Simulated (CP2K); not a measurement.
# SnH2Cl2 (SMILES [Cl][SnH2][Cl]): levels of theory compared

Aim: a comparison of 3 runs (PM6, GFN2-xTB, GFN0-xTB) of SnH2Cl2. 

The calculation is run with CP2K 2026.2.

2 further runs of the same task are left out: 1 that didn't finish, 1 set aside as unsound or not needed.

## Step 1: The system as given

SnH2Cl2 has 5 atoms, charge 0, and is taken as a singlet. SMILES: `[Cl][SnH2][Cl]`. The shape is that of a PBE0-D4/def2-TZVP optimisation.

Bond lengths: Cl1–Sn2 2.316 Å, Sn2–Cl3 2.316 Å, Sn2–H4 1.695 Å, Sn2–H5 1.695 Å. Angles: Cl1–Sn2–Cl3 106.5°, Cl1–Sn2–H4 107.8°, Cl1–Sn2–H5 107.8°, Cl3–Sn2–H4 107.8°, Cl3–Sn2–H5 107.8°, H4–Sn2–H5 118.6°.

## Step 2: Energy and gradient at PM6 (run 1)

Contents of mol.inp:

```
&GLOBAL
  PROJECT_NAME mol
  RUN_TYPE ENERGY_FORCE
  PRINT_LEVEL MEDIUM
&END GLOBAL

&FORCE_EVAL
  METHOD QUICKSTEP
  &DFT
    CHARGE 0
    MULTIPLICITY 1
    &QS
      METHOD PM6
      EPS_DEFAULT 1.0E-10
      &SE
        &COULOMB
          CUTOFF [angstrom] 50
          RC_RANGE [angstrom] 0
        &END COULOMB
        &EXCHANGE
          CUTOFF [angstrom] 50
          RC_RANGE [angstrom] 0
        &END EXCHANGE
      &END SE
    &END QS
    &POISSON
      PERIODIC NONE
      POISSON_SOLVER ANALYTIC
    &END POISSON
    &SCF
      SCF_GUESS ATOMIC
      EPS_SCF 1.0E-07
      MAX_SCF 80
      ADDED_MOS 2
      &DIAGONALIZATION
        ALGORITHM STANDARD
      &END DIAGONALIZATION
      &MIXING
        METHOD DIRECT_P_MIXING
        ALPHA 0.4
      &END MIXING
    &END SCF
    &PRINT
      &MOMENTS
        PERIODIC F
        REFERENCE COM
        MAX_MOMENT 1
      &END MOMENTS
      &MO ON
        ENERGIES T
        OCCUPATION_NUMBERS T
        NDIGITS 6
        &EACH
          QS_SCF 0
        &END EACH
        ADD_LAST NUMERIC
      &END MO
      &HIRSHFELD OFF
      &END HIRSHFELD
    &END PRINT
  &END DFT
  &SUBSYS
    &CELL
      ABC [angstrom] 13.1 12.9 13
      PERIODIC NONE
    &END CELL
    &COORD
      UNIT bohr
      Cl    -3.3926253    -0.6164287     2.2799546
      Sn     0.3635833    -0.1944528     0.0729434
      Cl    -0.4731874     2.4481402    -3.3143906
      H      1.1379931    -3.0732616    -1.1000096
      H      2.4585337     1.2969190     1.9830786
    &END COORD
    &TOPOLOGY
      &CENTER_COORDINATES
      &END CENTER_COORDINATES
    &END TOPOLOGY
  &END SUBSYS
  &PRINT
    &FORCES ON
    &END FORCES
  &END PRINT
&END FORCE_EVAL
```

Started as:

```sh
$ OMP_NUM_THREADS=1 cp2k.psmp -i mol.inp -o mol.out
```

Standard output:

```text
CP2K| version string:                                       CP2K version 2026.2
[...]
 GLOBAL| Method name                                                        CP2K
[...]
 GLOBAL| Run type                                                   ENERGY_FORCE
[...]
                             - Atoms:                                          5
[...]
                             - Spherical basis functions:                     24
[...]
 Number of electrons:                                                         20
[...]
     1 P_Mix/Diag. 0.40E+00    0.0     0.65122224       -20.3066660866 -2.03E+01
[...]
    16 DIIS/Diag.  0.70E-07    0.0     0.00000009       -22.4720046134 -1.32E-12
  *** SCF run converged in    16 steps ***
  Core-core repulsion energy [eV]:                            658.20031615484459
  Core Hamiltonian energy [eV]:                              -966.83774604469602
  Two-electron integral energy [eV]:                         -605.71382734569363
  Electronic energy [eV]:                                   -1269.69465971754289
  Total energy [eV]:                                         -611.49434356269819
  Atomic reference energy [eV]:                               609.81593290276612
  Heat of formation [kcal/mol]:                               -38.70507237152851
[...]
 SE_DIPOLE| Moment [Debye]         -3.68708823       1.78260633      -0.94749617
 SE_DIPOLE| Derivative [a.u.]       0.00000000       0.00000000       0.00000000
 ENERGY| Total FORCE_EVAL ( QS ) energy [hartree]            -22.472004613442923
 FORCES| Atomic forces [hartree/bohr]
 FORCES|   Atom     x               y               z               |f|
 FORCES|      1 -7.77671452E-03 -4.19455207E-04  3.92565943E-03   8.72146968E-03
 FORCES|      2  1.75748880E-02 -8.54007708E-03  4.49981066E-03   2.00513815E-02
 FORCES|      3 -2.32751145E-03  5.30965406E-03 -6.52927326E-03   8.73161755E-03
 FORCES|      4 -3.45749841E-03  2.78646009E-03 -2.76470158E-04   4.44916744E-03
 FORCES|      5 -4.01316365E-03  8.63418130E-04 -1.61972667E-03   4.41299081E-03
 FORCES| Sum    -3.60822483E-16  1.38777878E-17 -5.55111512E-17
 FORCES| Total atomic force                                       3.65331281E-16
[...]
```

Run time: 0.42 s. Hardware: 1 thread of Arm Neoverse N1, shared host; peak memory 0.14 GiB.

## Step 3: Energy and gradient at GFN2-xTB (run 2)

Contents of gas.inp:

```
&GLOBAL
  PROJECT_NAME gas
  RUN_TYPE ENERGY_FORCE
  PRINT_LEVEL MEDIUM
&END GLOBAL

&FORCE_EVAL
  METHOD QS
  &DFT
    CHARGE 0
    MULTIPLICITY 1
    &QS
      METHOD XTB
      EPS_DEFAULT 1.0E-10
      &XTB
        GFN_TYPE TBLITE
        &TBLITE
          METHOD GFN2
        &END TBLITE
        CHECK_ATOMIC_CHARGES F
      &END XTB
    &END QS
    &POISSON
      PERIODIC NONE
      POISSON_SOLVER ANALYTIC
    &END POISSON
    &SCF
      SCF_GUESS ATOMIC
      EPS_SCF 1.0E-05
      MAX_SCF 150
      ADDED_MOS 4
      LEVEL_SHIFT 0.5
      MAX_DIIS 2
      &DIAGONALIZATION
        ALGORITHM STANDARD
      &END DIAGONALIZATION
      &MIXING
        METHOD DIRECT_P_MIXING
        ALPHA 0.4
      &END MIXING
      &SMEAR ON
        METHOD FERMI_DIRAC
        ELECTRONIC_TEMPERATURE [K] 300
      &END SMEAR
    &END SCF
    &PRINT
      &MOMENTS
        PERIODIC F
        REFERENCE COM
        MAX_MOMENT 1
      &END MOMENTS
      &MO ON
        ENERGIES T
        OCCUPATION_NUMBERS T
        NDIGITS 6
        &EACH
          QS_SCF 0
        &END EACH
        ADD_LAST NUMERIC
      &END MO
      &HIRSHFELD OFF
      &END HIRSHFELD
    &END PRINT
  &END DFT
  &SUBSYS
    &CELL
      ABC [angstrom] 19.1 18.9 19
      PERIODIC NONE
    &END CELL
    &COORD
      Cl    -1.795300    -0.326200     1.206500
      Sn     0.192400    -0.102900     0.038600
      Cl    -0.250400     1.295500    -1.753900
      H      0.602200    -1.626300    -0.582100
      H      1.301000     0.686300     1.049400
    &END COORD
    &TOPOLOGY
      &CENTER_COORDINATES
      &END CENTER_COORDINATES
    &END TOPOLOGY
  &END SUBSYS
  &PRINT
    &FORCES ON
    &END FORCES
  &END PRINT
&END FORCE_EVAL
```

Started as:

```sh
$ OMP_NUM_THREADS=1 cp2k.psmp -i gas.inp > gas.out 2>&1
```

Standard output:

```text
CP2K| version string:                                       CP2K version 2026.2
[...]
 GLOBAL| Method name                                                        CP2K
[...]
 GLOBAL| Run type                                                   ENERGY_FORCE
[...]
                             - Atoms:                                          5
[...]
                             - Spherical basis functions:                     29
[...]
 Number of electrons:                                                         20
[...]
  *** SCF run converged in    79 steps ***
[...]
  Fermi energy:                                                -0.30986069750035
[...]
 TB_DIPOLE| Moment [Debye]          2.51011197      -1.21335226       0.64513129
 TB_DIPOLE| Derivative [a.u.]       0.00000000       0.00000000       0.00000000
[...]
 ENERGY| Total FORCE_EVAL ( QS ) energy [hartree]            -12.280534575712748
 FORCES| Atomic forces [hartree/bohr]
 FORCES|   Atom     x               y               z               |f|
 FORCES|      1  3.83499056E-03  7.75496598E-04 -2.74121753E-03   4.77732364E-03
 FORCES|      2 -1.00831973E-02  4.85459684E-03 -2.59821176E-03   1.14886328E-02
 FORCES|      3  4.03326388E-04 -2.82101812E-03  3.82640683E-03   4.77097523E-03
 FORCES|      4  2.98411782E-03 -1.18176145E-03  9.10676708E-04   3.33629305E-03
 FORCES|      5  2.86076257E-03 -1.62731387E-03  6.02345750E-04   3.34588304E-03
 FORCES| Sum    -5.72458747E-17  4.46691295E-17 -3.63207728E-17
 FORCES| Total atomic force                                       8.11887913E-17
[...]
```

Wall time 0.56 s (1 thread of Arm Neoverse N1, shared host); peak memory 0.14 GiB.

## Step 4: Energy and gradient at GFN0-xTB (run 3)

Contents of calc.inp:

```
&FORCE_EVAL
    METHOD QS
    &DFT
        &QS
            METHOD XTB
            EPS_DEFAULT 1.0E-10
            &XTB
                GFN_TYPE 0
                CHECK_ATOMIC_CHARGES F
            &END XTB
        &END QS
        &POISSON
            PERIODIC NONE
            POISSON_SOLVER ANALYTIC
        &END POISSON
        &SCF
            SCF_GUESS ATOMIC
            EPS_SCF 1.0E-06
            MAX_SCF 150
            ADDED_MOS 2
            &DIAGONALIZATION
                ALGORITHM STANDARD
            &END DIAGONALIZATION
            &MIXING
                METHOD DIRECT_P_MIXING
                ALPHA 0.4
            &END MIXING
            &SMEAR ON
                METHOD FERMI_DIRAC
                ELECTRONIC_TEMPERATURE [K] 300
            &END SMEAR
        &END SCF
        &PRINT
            &MOMENTS
                PERIODIC F
                REFERENCE COM
                MAX_MOMENT 1
            &END MOMENTS
            &MO ON
                ENERGIES T
                OCCUPATION_NUMBERS T
                NDIGITS 6
                &EACH
                    QS_SCF 0
                &END EACH
                ADD_LAST NUMERIC
            &END MO
            &HIRSHFELD OFF
            &END HIRSHFELD
        &END PRINT
    &END DFT
    &SUBSYS
        &CELL
            ABC 19.1 18.9 19
            PERIODIC NONE
        &END CELL
        &COORD
            UNIT bohr
            Cl    -3.3926253    -0.6164287     2.2799546
            Sn     0.3635833    -0.1944528     0.0729434
            Cl    -0.4731874     2.4481402    -3.3143906
            H      1.1379931    -3.0732616    -1.1000096
            H      2.4585337     1.2969190     1.9830786
        &END COORD
        &TOPOLOGY
            &CENTER_COORDINATES
            &END CENTER_COORDINATES
        &END TOPOLOGY
    &END SUBSYS
    # extra output
    &PRINT
        &FORCES ON
        &END FORCES
    &END PRINT
&END FORCE_EVAL
&GLOBAL
    PROJECT_NAME calc
    RUN_TYPE ENERGY_FORCE
    PRINT_LEVEL MEDIUM
&END GLOBAL
```

Started as:

```sh
$ OMP_NUM_THREADS=1 cp2k.psmp -i calc.inp -o calc.out
```

Standard output:

```text
CP2K| version string:                                       CP2K version 2026.2
[...]
 GLOBAL| Method name                                                        CP2K
[...]
 GLOBAL| Run type                                                   ENERGY_FORCE
[...]
                             - Atoms:                                          5
[...]
                             - Spherical basis functions:                     31
[...]
 Number of electrons:                                                         20
[...]
  Fermi energy:                                                -0.26054956472657
[...]
 TB_DIPOLE| Moment [Debye]          1.71632024      -0.82940913       0.44120641
 TB_DIPOLE| Derivative [a.u.]       0.00000000       0.00000000       0.00000000
[...]
 ENERGY| Total FORCE_EVAL ( QS ) energy [hartree]            -12.137356818499526
 FORCES| Atomic forces [hartree/bohr]
 FORCES|   Atom     x               y               z               |f|
 FORCES|      1 -2.34621628E-03 -4.33762054E-04  1.61974433E-03   2.88382594E-03
 FORCES|      2  1.68661753E-03 -8.39915633E-04  4.24675529E-04   1.93144667E-03
 FORCES|      3 -3.03088315E-04  1.71835101E-03 -2.30605918E-03   2.89179903E-03
 FORCES|      4  2.89302387E-03  7.78323000E-03  5.77469266E-03   1.01141155E-02
 FORCES|      5 -1.93033680E-03 -8.22790332E-03 -5.51305334E-03   1.00905079E-02
 FORCES| Sum    -1.43114687E-17 -1.38777878E-17 -5.20417043E-18
 FORCES| Total atomic force                                       2.06032648E-17
[...]
```

Wall time 0.4 s (1 thread of Arm Neoverse N1, shared host); peak memory 0.14 GiB.

## Step 5: The series

```tsv
run	level	SCF convergence threshold	iteration cap	energy (Eh)	dipole moment (D)	HOMO energy (eV)	LUMO energy (eV)	wall time
1	PM6	1e-07	80	-22.472005	4.20	-11.00	-0.85	0.42 s
2	GFN2-xTB	1e-05	150	-12.280535	2.86	-11.84	-7.54	0.56 s
3	GFN0-xTB	1e-06	150	-12.137357	1.96	-12.20	-6.19	0.4 s
```

## Step 6: Results

```
                                        quantity         value
                             run 3: total energy  -12.13736 Eh
run 3: dipole moment (from atomic charges alone)        1.96 D
                              run 3: HOMO energy     -12.20 eV
                              run 3: LUMO energy      -6.19 eV
                            run 3: HOMO–LUMO gap       6.00 eV
                        run 3: dispersion energy  -3.29 kJ/mol
                 run 3: largest force on an atom    0.520 eV/Å
```

In words: The dipole moment (its size) runs from 1.96 D (GFN0-xTB) to 4.20 D (PM6). Some of these are taken from atomic charges alone. The HOMO–LUMO gap runs from 4.30 eV (GFN2-xTB) to 10.15 eV (PM6). Force-field and semi-empirical energies have zeros of their own, so their totals don't compare. All runs together took 1.4 s, the longest 0.56 s.
